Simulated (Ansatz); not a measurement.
# SiSnTe3: the cost of one run

Method: DFT PBE, scalar-relativistic, plane waves, PAW, in Ansatz 0.2.0.

### Step 1. Starting point

The structure is tetragonal, space group P4/mmm (No. 123). The conventional cell has a = 6.268 Å, b = 6.268 Å, c = 4.401 Å, α = 90.00°, β = 90.00°, γ = 90.00°. Around Si (site symmetry 4/mmm) lie 4 Te at 3.13 Å. Sn (site symmetry 4/mmm) is surrounded by 2 Te at 2.20 Å. Te (site symmetry mmm) has 2 Si at 3.13 Å and 2 Te at 3.13 Å in its first shell of neighbours. Te (site symmetry 4/mmm) has 2 Sn at 2.20 Å in its first shell of neighbours.

Structure file:

```xyz
5
Lattice="6.2684 0.0000 0.0000 0.0000 6.2684 0.0000 0.0000 0.0000 4.4013" Properties=species:S:1:pos:R:3 pbc="T T T"
Si    0.0000    0.0000    2.2007
Sn    3.1342    3.1342    0.0000
Te    0.0000    3.1342    2.2007
Te    3.1342    0.0000    2.2007
Te    3.1342    3.1342    2.2007
```

A structure generator made this guess: random cell by space group and Wyckoff sites (P4/mmm, No. 123). Its size is a rough estimate.

### Step 2. The guess as it stands, on a coarse mesh

Contents of input.yaml:

```yaml
crystal:
  lattice:
    - [6.26837774, 0.0, 0.0]
    - [0.0, 6.26837774, 0.0]
    - [0.0, 0.0, 4.40131019]
  atoms:
    - { symbol: Si, position: [0.0, 0.0, 0.5] }
    - { symbol: Sn, position: [0.5, 0.5, 0.0] }
    - { symbol: Te, position: [0.0, 0.5, 0.5] }
    - { symbol: Te, position: [0.5, 0.0, 0.5] }
    - { symbol: Te, position: [0.5, 0.5, 0.5] }
basis:
  ecutwfc: 420
kpoints:
  mp_grid: { grid: [4, 4, 4] }
hamiltonian:
  xc: pbe
scf:
  occupations: { method: gaussian, width: 0.1 }
  lower_state_search: "off"
output:
  forces: true
  stress: true
  eigenvalues: true
```

Run with:

```
ansatz run input.yaml --threads 1 --pin off --max-ram 2560MiB --backend cpu --events-out ev --progress --plain --runs-dir out
```

Q: Estimate wall time and peak memory on 1 thread of Intel Xeon at 2.50GHz (Skylake/Cascade Lake), shared host.

About 16 s, with a peak of 0.48 GiB.
